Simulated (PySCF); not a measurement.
# CoN2: structure of the doublet

Where does doublet CoN2 go from a linear start, is the end point a minimum, and what are its modes, charges and moments?

Method: PBE0, basis Co def2-TZVP, N def2-TZVP, no relativity, density fitting; program: PySCF 2.14.0.

## Step 1: Starting geometry

3 atoms, charge 0, spin multiplicity 2.

Bond lengths: Co1–N2 1.630 Å, Co1–N3 1.630 Å. Angles: N2–Co1–N3 180.0°.

```xyz
3
charge 0 multiplicity 2
Co    0.0000    0.0000    0.0000
N     0.0000    0.0000    1.6300
N     0.0000    0.0000   -1.6300
```

## Step 2: The SCF at the typed geometry

The steps below are one call of a driver around PySCF. For each, scf.py gives the equivalent set-up of the SCF; relaxations use the driver's own optimiser. After this first run the driver tries any further starts and a stability analysis.

File scf.py:

```python
from pyscf import gto, scf, dft
mol = gto.M(atom='''
Co     0.000000     0.000000     0.000000
N      0.000000     0.000000     1.630000
N      0.000000     0.000000    -1.630000''',
    basis={'Co': 'def2-TZVP', 'N': 'def2-TZVP'},
    charge=0, spin=1)
mf = dft.UKS(mol, xc='PBE0')
mf.grids.atom_grid = (50, 194)
aux = {'Co': 'def2-universal-JKFIT', 'N': 'def2-universal-JKFIT'}
mf = mf.density_fit(auxbasis=aux)
mf.conv_tol = 1e-08
mf.diis_space = 10
mf.max_cycle = 60
mf.init_guess = 'minao'
mf.verbose = 4
mf.kernel()
```

The run is started by

```sh
> OMP_NUM_THREADS=4 python axn.py task.json out
```

The program printed:

```text
init E= -1490.79420209262
[... the frontier-level lines of each cycle are left out ...]
cycle= 1 E= -1474.77661089354  delta_E=   16  |g|= 5.64  |ddm|=   53
cycle= 2 E= -1439.47597564753  delta_E= 35.3  |g|= 12.3  |ddm|= 51.9
cycle= 3 E= -1469.72822973774  delta_E= -30.3  |g|= 8.99  |ddm|= 7.93
cycle= 4 E= -1473.14604818377  delta_E= -3.42  |g|= 8.52  |ddm|= 1.65
cycle= 5 E= -1474.6069688653  delta_E= -1.46  |g|= 8.03  |ddm|= 0.368
cycle= 6 E= -1485.98323396227  delta_E= -11.4  |g|= 5.13  |ddm|= 5.79
cycle= 7 E= -1486.16770594733  delta_E= -0.184  |g|= 4.87  |ddm|= 0.538
cycle= 8 E= -1486.09157743  delta_E= 0.0761  |g|= 4.92  |ddm|= 0.12
cycle= 9 E= -1485.95500219727  delta_E= 0.137  |g|= 4.98  |ddm|= 0.0744
cycle= 10 E= -1486.43783524352  delta_E= -0.483  |g|= 4.73  |ddm|= 0.202
cycle= 11 E= -1487.87643079634  delta_E= -1.44  |g|= 4.06  |ddm|= 0.402
cycle= 12 E= -1473.98271602616  delta_E= 13.9  |g|= 5.63  |ddm|= 49.8
cycle= 13 E= -1488.5239523374  delta_E= -14.5  |g|= 3.67  |ddm|= 49.8
cycle= 14 E= -1488.01081463753  delta_E= 0.513  |g|=    4  |ddm|= 0.275
cycle= 15 E= -1485.25121628434  delta_E= 2.76  |g|= 4.22  |ddm|= 1.24
cycle= 16 E= -1488.47724196213  delta_E= -3.23  |g|= 3.39  |ddm|= 1.52
cycle= 17 E= -1488.16760099315  delta_E= 0.31  |g|= 3.55  |ddm|= 0.0875
cycle= 18 E= -1486.63478257488  delta_E= 1.53  |g|= 3.53  |ddm|= 0.976
cycle= 19 E= -1486.82701961692  delta_E= -0.192  |g|= 3.55  |ddm|= 0.076
cycle= 20 E= -1489.32526906764  delta_E= -2.5  |g|= 2.92  |ddm|= 0.879
cycle= 21 E= -1489.75370165258  delta_E= -0.428  |g|= 2.76  |ddm|= 0.284
cycle= 22 E= -1489.68776211603  delta_E= 0.0659  |g|= 2.79  |ddm|= 0.193
cycle= 23 E= -1480.65175930231  delta_E= 9.04  |g|= 5.22  |ddm|= 5.24
cycle= 24 E= -1490.00325102719  delta_E= -9.35  |g|= 2.55  |ddm|= 5.22
cycle= 25 E= -1490.43674446418  delta_E= -0.433  |g|= 2.24  |ddm|= 0.305
cycle= 26 E= -1490.61342581485  delta_E= -0.177  |g|= 2.12  |ddm|= 0.364
cycle= 27 E= -1490.5688061225  delta_E= 0.0446  |g|= 2.18  |ddm|= 0.176
cycle= 28 E= -1490.5734021029  delta_E= -0.0046  |g|= 2.01  |ddm|= 0.261
cycle= 29 E= -1491.39189001085  delta_E= -0.818  |g|= 1.12  |ddm|= 0.493
cycle= 30 E= -1491.36612747459  delta_E= 0.0258  |g|= 1.06  |ddm|= 0.225
cycle= 31 E= -1491.39936452966  delta_E= -0.0332  |g|= 1.02  |ddm|= 0.0748
cycle= 32 E= -1491.43676190455  delta_E= -0.0374  |g|= 0.959  |ddm|= 0.0685
cycle= 33 E= -1491.42945451486  delta_E= 0.00731  |g|= 0.973  |ddm|= 0.134
cycle= 34 E= -1491.58893273112  delta_E= -0.159  |g|= 0.403  |ddm|= 0.22
cycle= 35 E= -1491.64917291552  delta_E= -0.0602  |g|= 0.11  |ddm|= 0.234
cycle= 36 E= -1491.65641436944  delta_E= -0.00724  |g|= 0.0633  |ddm|= 0.0754
cycle= 37 E= -1491.66001011996  delta_E= -0.0036  |g|= 0.0256  |ddm|= 0.0535
cycle= 38 E= -1491.66607674284  delta_E= -0.00607  |g|= 0.0232  |ddm|= 0.125
cycle= 39 E= -1491.66898135839  delta_E= -0.0029  |g|= 0.0256  |ddm|= 0.157
cycle= 40 E= -1491.66900834677  delta_E= -2.7e-05  |g|= 0.0112  |ddm|= 0.058
cycle= 41 E= -1491.66950818898  delta_E= -0.0005  |g|= 0.0084  |ddm|= 0.0438
cycle= 42 E= -1491.66965888467  delta_E= -0.000151  |g|= 0.00435  |ddm|= 0.0401
cycle= 43 E= -1491.66970032017  delta_E= -4.14e-05  |g|= 0.00171  |ddm|= 0.01
cycle= 44 E= -1491.66971312752  delta_E= -1.28e-05  |g|= 0.00196  |ddm|= 0.0117
cycle= 45 E= -1491.66972547746  delta_E= -1.23e-05  |g|= 0.00153  |ddm|= 0.00474
cycle= 46 E= -1491.66974223997  delta_E= -1.68e-05  |g|= 0.0012  |ddm|= 0.0078
cycle= 47 E= -1491.66979765631  delta_E= -5.54e-05  |g|= 0.00144  |ddm|= 0.0295
cycle= 48 E= -1491.66983118591  delta_E= -3.35e-05  |g|= 0.0012  |ddm|= 0.0184
cycle= 49 E= -1491.66987221079  delta_E= -4.1e-05  |g|= 0.00175  |ddm|= 0.0268
cycle= 50 E= -1491.66987496152  delta_E= -2.75e-06  |g|= 0.00203  |ddm|= 0.00426
cycle= 51 E= -1491.66989316619  delta_E= -1.82e-05  |g|= 0.00118  |ddm|= 0.0127
cycle= 52 E= -1491.66992101734  delta_E= -2.79e-05  |g|= 0.00552  |ddm|= 0.0826
cycle= 53 E= -1491.66994026956  delta_E= -1.93e-05  |g|= 0.0031  |ddm|= 0.0223
cycle= 54 E= -1491.66994711686  delta_E= -6.85e-06  |g|= 0.00208  |ddm|= 0.0046
cycle= 55 E= -1491.66995037236  delta_E= -3.26e-06  |g|= 0.00222  |ddm|= 0.0187
cycle= 56 E= -1491.66997432867  delta_E= -2.4e-05  |g|= 0.00177  |ddm|= 0.0405
cycle= 57 E= -1491.6699744681  delta_E= -1.39e-07  |g|= 0.00175  |ddm|= 0.00121
cycle= 58 E= -1491.66997552987  delta_E= -1.06e-06  |g|= 0.00217  |ddm|= 0.0123
cycle= 59 E= -1491.66997527928  delta_E= 2.51e-07  |g|= 0.00233  |ddm|= 0.000907
cycle= 60 E= -1491.6699776465  delta_E= -2.37e-06  |g|= 0.00213  |ddm|= 0.00858
SCF not converged.
init E= -1490.79420209262
cycle= 1 E= -1474.77661089354  delta_E=   16  |g|= 5.64  |ddm|=   53
cycle= 2 E= -1439.47597564753  delta_E= 35.3  |g|= 12.3  |ddm|= 51.9
cycle= 3 E= -1484.37918271195  delta_E= -44.9  |g|= 5.21  |ddm|= 9.29
cycle= 4 E= -1491.23071035297  delta_E= -6.85  |g|= 1.37  |ddm|= 4.49
cycle= 5 E= -1489.42689200346  delta_E=  1.8  |g|= 2.83  |ddm|= 1.58
cycle= 6 E= -1491.51365614733  delta_E= -2.09  |g|= 0.842  |ddm|=  1.4
cycle= 7 E= -1491.56897937172  delta_E= -0.0553  |g|= 0.668  |ddm|= 0.341
cycle= 8 E= -1491.65955934897  delta_E= -0.0906  |g|= 0.126  |ddm|= 0.195
cycle= 9 E= -1491.64594855114  delta_E= 0.0136  |g|= 0.308  |ddm|= 0.12
cycle= 10 E= -1491.66426581475  delta_E= -0.0183  |g|= 0.0445  |ddm|= 0.079
cycle= 11 E= -1491.65851605427  delta_E= 0.00575  |g|= 0.175  |ddm|= 0.0836
cycle= 12 E= -1491.66602355246  delta_E= -0.00751  |g|= 0.0442  |ddm|= 0.0543
cycle= 13 E= -1491.66420543215  delta_E= 0.00182  |g|= 0.128  |ddm|= 0.0618
cycle= 14 E= -1491.66683810637  delta_E= -0.00263  |g|= 0.0527  |ddm|= 0.043
cycle= 15 E= -1491.66716182792  delta_E= -0.000324  |g|= 0.0679  |ddm|= 0.0549
cycle= 16 E= -1491.66686438751  delta_E= 0.000297  |g|= 0.0892  |ddm|= 0.0476
cycle= 17 E= -1491.66878528815  delta_E= -0.00192  |g|= 0.0454  |ddm|= 0.046
cycle= 18 E= -1491.66771610457  delta_E= 0.00107  |g|= 0.0958  |ddm|= 0.0463
cycle= 19 E= -1491.66969988803  delta_E= -0.00198  |g|= 0.0337  |ddm|= 0.0376
cycle= 20 E= -1491.66940210186  delta_E= 0.000298  |g|= 0.0651  |ddm|= 0.0414
SCF not converged.
init E= -1491.66940210186
cycle= 1 E= -1491.64939802573  delta_E= 0.02  |g|= 0.32  |ddm|= 0.0987
cycle= 2 E= -1491.21209028279  delta_E= 0.437  |g|=  1.5  |ddm|= 0.442
cycle= 3 E= -1491.6469245466  delta_E= -0.435  |g|= 0.306  |ddm|= 0.283
cycle= 4 E= -1491.67077466157  delta_E= -0.0239  |g|= 0.0162  |ddm|= 0.0875
cycle= 5 E= -1491.67106912984  delta_E= -0.000294  |g|= 0.0182  |ddm|= 0.0248
cycle= 6 E= -1491.67131151497  delta_E= -0.000242  |g|= 0.0122  |ddm|= 0.0217
cycle= 7 E= -1491.67156687792  delta_E= -0.000255  |g|= 0.00656  |ddm|= 0.0259
cycle= 8 E= -1491.67172419882  delta_E= -0.000157  |g|= 0.00638  |ddm|= 0.0187
cycle= 9 E= -1491.67208281467  delta_E= -0.000359  |g|= 0.00558  |ddm|= 0.0527
cycle= 10 E= -1491.6721711796  delta_E= -8.84e-05  |g|= 0.00354  |ddm|= 0.0131
cycle= 11 E= -1491.6723232773  delta_E= -0.000152  |g|= 0.00295  |ddm|= 0.0294
cycle= 12 E= -1491.67246506363  delta_E= -0.000142  |g|= 0.00483  |ddm|= 0.0351
cycle= 13 E= -1491.67257370924  delta_E= -0.000109  |g|= 0.00529  |ddm|= 0.0342
cycle= 14 E= -1491.67263433167  delta_E= -6.06e-05  |g|= 0.00392  |ddm|= 0.0247
cycle= 15 E= -1491.67267817295  delta_E= -4.38e-05  |g|= 0.00492  |ddm|= 0.0283
cycle= 16 E= -1491.67269650745  delta_E= -1.83e-05  |g|= 0.00281  |ddm|= 0.0135
cycle= 17 E= -1491.67270581264  delta_E= -9.31e-06  |g|= 0.00158  |ddm|= 0.0121
cycle= 18 E= -1491.67270888945  delta_E= -3.08e-06  |g|= 0.00171  |ddm|= 0.00732
cycle= 19 E= -1491.67271072353  delta_E= -1.83e-06  |g|= 0.000926  |ddm|= 0.00518
cycle= 20 E= -1491.672711286  delta_E= -5.62e-07  |g|= 0.00046  |ddm|= 0.00283
cycle= 21 E= -1491.67271144136  delta_E= -1.55e-07  |g|= 0.000303  |ddm|= 0.00132
cycle= 22 E= -1491.67271149921  delta_E= -5.78e-08  |g|= 0.000151  |ddm|= 0.000402
cycle= 23 E= -1491.67271152883  delta_E= -2.96e-08  |g|= 0.00012  |ddm|= 0.000493
cycle= 24 E= -1491.67271154134  delta_E= -1.25e-08  |g|= 8.26e-05  |ddm|= 0.00019
cycle= 25 E= -1491.67271154768  delta_E= -6.34e-09  |g|= 8.93e-05  |ddm|= 0.000265
Extra cycle  E= -1491.67271160481  delta_E= -5.71e-08  |g|= 0.000178  |ddm|= 0.000397
converged SCF energy = -1491.67271160481  <S^2> = 1.7931847  2S+1 = 2.8588002
```

This step, with its further starts and checks, ran for 47 s (4 threads of Arm Neoverse V1, shared host).

The starts that the driver tried:

```tsv
start	energy (Eh)
the minimal-basis guess	-1491.672712
a thermally smeared density	-1491.693568
```

Where DIIS stalls, the driver goes on with a level shift of 0.3 Eh and then with a second-order solver.

The first run landed in a state that is too high. Following the other starts and the instabilities gains 55.2 kJ/mol (-1491.69372 Eh), and the work goes on from there.

## Step 3: Relaxing the doublet from the linear start

The program finds D∞h symmetry in the start, which this walk keeps. Threshold on the gradient: 0.0003 Eh/bohr, with a further test on the energy change.

Changes to scf.py since step 2:

```diff
@@ -15 +14,0 @@
-mf.init_guess = 'minao'
```

Energy and gradient, step by step:

```tsv
step	energy (Eh)	change (kJ/mol)	largest symmetric gradient (Eh/bohr)
0	-1491.693717	0.00	0.07856
1	-1491.712659	-49.73	0.03179
2	-1491.717419	-62.23	0.00983
3	-1491.718012	-63.78	0.00172
4	-1491.718032	-63.84	0.00012
5	-1491.718032	-63.84	0.00001
```

The walk took 24 s.

Positions (Å) and forces (eV/Å) along the way:

```
step 0
Co   0.000   0.000   0.000   0.000   0.000   0.000
N    0.000   0.000   1.630   0.000   0.000   4.040
N    0.000   0.000  -1.630   0.000   0.000  -4.040
step 1
Co   0.000   0.000   0.000   0.000   0.000   0.000
N    0.000   0.000   1.724   0.000   0.000   1.635
N    0.000   0.000  -1.724   0.000   0.000  -1.635
step 3
Co   0.000   0.000   0.000   0.000   0.000   0.000
N    0.000   0.000   1.813   0.000   0.000   0.088
N    0.000   0.000  -1.813   0.000   0.000  -0.088
step 5
Co   0.000   0.000   0.000   0.000   0.000   0.000
N    0.000   0.000   1.819   0.000   0.000   0.000
N    0.000   0.000  -1.819   0.000   0.000   0.000
```

It settles in D∞h symmetry, 63.8 kJ/mol below the start, after 5 steps: Co–N 1.819 Å (×2); N–Co–N 180.0°.

## Step 4: Vibrations and properties at this point

On the finer grid the gradient is checked again; gradients at displacements of ±0.02 bohr then give force constants and infrared intensities.

Changes to scf.py since step 3:

```diff
@@ -4,2 +4,2 @@
-N      0.000000     0.000000     1.630000
-N      0.000000     0.000000    -1.630000''',
+N     -0.000000     0.000000     1.819296
+N      0.000000     0.000000    -1.819296''',
@@ -9 +9 @@
-mf.grids.atom_grid = (50, 194)
+mf.grids.atom_grid = (75, 302)
@@ -12 +12 @@
-mf.conv_tol = 1e-08
+mf.conv_tol = 1e-10
```

This SCF starts from the last density.

SCF at the final geometry:

```text
init E= -1491.7179309355
[... the frontier-level lines of each cycle are left out ...]
cycle= 1 E= -1491.7179309355  delta_E= 2.27e-12  |g|= 2.52e-06  |ddm|= 1.51e-06
Extra cycle  E= -1491.71793093549  delta_E= 1.27e-11  |g|= 8.72e-06  |ddm|= 4.36e-06
converged SCF energy = -1491.71793093549  <S^2> = 3.2771573  2S+1 = 3.7561455
```

The whole step took 55 s.

Geometry: D∞h; Co–N 1.819 Å (×2); N–Co–N 180.0°.

Harmonic modes (main isotopes):

| ω (cm⁻¹) | IR (km/mol) |
| --- | --- |
| 73 | 41.9 |
| 73 | 41.9 |
| 517 | 0.0 |
| 579 | 141 |

All wavenumbers are real: a minimum.

Here the density breaks the symmetry of the frame, and no labels are given; pairs that should be degenerate can split.

Properties at this point:

- Dipole moment: 0.00 D
- Highest occupied level: -7.09 eV
- Lowest empty level: -3.98 eV
- Rotational constants: 0.1819 cm⁻¹
- Zero-point energy: 7.4 kJ/mol
- Principal polarisabilities: 24.3, 24.3, 58.2 bohr³
- Atomisation energy without zero-point energy: 376 kJ/mol
- Principal traceless quadrupole moments about the centre of mass: -15.12, 7.56, 7.56 D Å
- Entropy at 298.15 K and 1 bar (electronic part: spin only): 270.1 J/(mol K)
- Heat capacity Cp at 298.15 K: 55.1 J/(mol K)
- Enthalpy at 298.15 K above 0 K: 13.82 kJ/mol
- Rotational symmetry number: 2
- Spin squared ⟨S²⟩: 3.277

Populations by atom (charges in e):

| atom | Mulliken | Löwdin | polar tensor | spin (Mulliken) | Mayer order to Co1 |
| --- | --- | --- | --- | --- | --- |
| Co1 | 0.53 | 0.38 | 1.16 | -2.63 | – |
| N2,3 | -0.27 | -0.19 | -0.58 | 1.82 | 1.18 |

Mulliken populations on Co1: s 6.66, p 12.33, d 7.47, f 0.00.

## Step 5: What came out

| quantity | value |
| --- | --- |
| minimum | broken-symmetry (Ms = 1/2), D∞h |
| geometry | Co–N 1.819 Å (×2); N–Co–N 180.0° |
| wavenumbers (cm⁻¹) | 73, 73, 517, 579 |
| dipole moment | 0.00 D |
| highest occupied, lowest empty level (either spin) | -7.09, -3.98 eV |
| polar-tensor charge of Co1 | +1.16 e |
| zero-point energy | 7.4 kJ/mol |
| entropy at 298.15 K | 270.1 J/(mol K) |
| atomisation energy (no zero-point energy) | 376 kJ/mol |
| ⟨S²⟩ | 3.277 |

In words: The linear start keeps its D∞h symmetry and ends in a minimum. The determinant is spin-contaminated (⟨S²⟩ = 3.28 against 0.75), so it is no pure spin state. In the infrared the band at 579 cm⁻¹ (stretch) leads. Co1 has a polar-tensor charge of +1.2 e (a dipole derivative, not a static charge), yet symmetry cancels the bond dipoles. The first SCF alone would have been 55 kJ/mol too high. Other starts or spin states, not run here, may lie lower. The SCF density has lower symmetry than the nuclear frame. One determinant may miss the lowest occupation of an open d or f shell.

The search up to here took 2.1 min.
